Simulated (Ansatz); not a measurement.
# Si2H4O2: a ladder of functionals and wavefunction methods

The task here is to estimate one member of a computed series from the others.

Method: functionals in def2-TZVPP, the program's frozen cores in correlated methods; program: Ansatz 0.2.0, Gaussian basis.

Plan: LDA (SPW92), PBE-D4, revPBE-D4, BLYP-D4, r2SCAN-D4, B97M-V, PBE0-D4, B3LYP-D4, r2SCANh-D4, r2SCAN0-D4, HSE06-D4, BHLYP-D4, CAM-B3LYP-D4, LC-ωPBE, ωB97X-V, ωB97M-V, B2PLYP, PBE-QIDH; CCSD(T)/def2-SVP; CCSD(T)/def2-TZVPP; MP2/def2-QZVPP; extrapolation to the limit; RPA on PBE.

## The geometry

An earlier PBE0-D4 in a triple-zeta def2 set relaxation fixed the geometry.

8 atoms, charge 0, spin multiplicity 1.

Atoms are counted from 1 here; the program's logs count them from 0.

Bond lengths: O1–Si2 1.631 Å, O1–H5 0.960 Å, Si2–O3 1.590 Å, Si2–H6 1.481 Å, O3–Si4 1.687 Å, Si4–H7 1.501 Å, Si4–H8 1.506 Å. Angles: Si2–O1–H5 119.1°, O1–Si2–O3 117.9°, O1–Si2–H6 106.7°, O3–Si2–H6 113.5°, Si2–O3–Si4 159.0°, O3–Si4–H7 104.1°, O3–Si4–H8 105.0°, H7–Si4–H8 104.1°.

Set-up of the first run:

Contents of in.yaml:

```yaml
crystal:
  periodic: [false, false, false]
  atoms:
    - {symbol: O, position_ang: [-1.810253, 0.627103, 1.047056]}
    - {symbol: Si, position_ang: [-1.182383, 0.537808, -0.455257]}
    - {symbol: O, position_ang: [0.344824, 0.120673, -0.598678]}
    - {symbol: Si, position_ang: [1.879455, -0.418372, -0.149801]}
    - {symbol: H, position_ang: [-1.618289, -0.072065, 1.676202]}
    - {symbol: H, position_ang: [-1.511936, 1.814165, -1.130497]}
    - {symbol: H, position_ang: [2.359055, -1.194044, -1.342056]}
    - {symbol: H, position_ang: [1.631727, -1.472269, 0.897431]}
basis:
  gaussian: {orbitals: def2-TZVPP}
hamiltonian: {xc: lda}
output: {orbitals: {seedname: orbitals}}
```

Launch:

```
ansatz run in.yaml --threads 2 --pin off --events-out ev --progress --plain --max-ram 4352MiB
```

Among the steps run: LDA; PBE-D4 (GGA); revPBE-D4 (GGA); BLYP-D4 (GGA); r2SCAN-D4 (meta-GGA); B97M-V (meta-GGA); B3LYP-D4 (hybrid); r2SCANh-D4 (hybrid); r2SCAN0-D4 (hybrid); HSE06-D4 (hybrid); BHLYP-D4 (hybrid); CAM-B3LYP-D4 (range-separated); LC-ωPBE (range-separated); ωB97X-V (range-separated); ωB97M-V (range-separated); B2PLYP (double hybrid); PBE-QIDH (double hybrid).

One table of the session follows, with a row left open; its other results are not shown here.

It belongs to the step «Frontier levels by functional». 

```
  functional  HOMO (eV)  LUMO (eV)  gap (eV)
 LDA (SPW92)      -4.60      -3.77      0.83
      PBE-D4      -4.50      -3.67      0.84
   revPBE-D4      -4.46      -3.62      0.84
     BLYP-D4      -4.38      -3.56      0.82
   r2SCAN-D4      -4.60      -3.70      0.90
      B97M-V      -4.69      -3.81      0.87
     PBE0-D4      -5.10      -3.22      1.88
    B3LYP-D4      -5.02      -3.36      1.65
  r2SCANh-D4      -4.83      -3.52      1.31
  r2SCAN0-D4      -5.17      -3.25      1.92
    HSE06-D4      -4.75      -3.56      1.20
    BHLYP-D4      -5.57      -2.67      2.90
CAM-B3LYP-D4      -5.94      -2.49      3.46
     LC-ωPBE      -6.77      -1.77      5.00
     ωB97X-V          ?          ?         ?
     ωB97M-V      -6.52      -1.72      4.80
```

Estimate the missing values for ωB97X-V.

**Answer.** HOMO (eV): -6.60; LUMO (eV): -1.73; gap (eV): 4.87. In the column «HOMO (eV)» it lies between LC-ωPBE (-6.77) and ωB97M-V (-6.52).
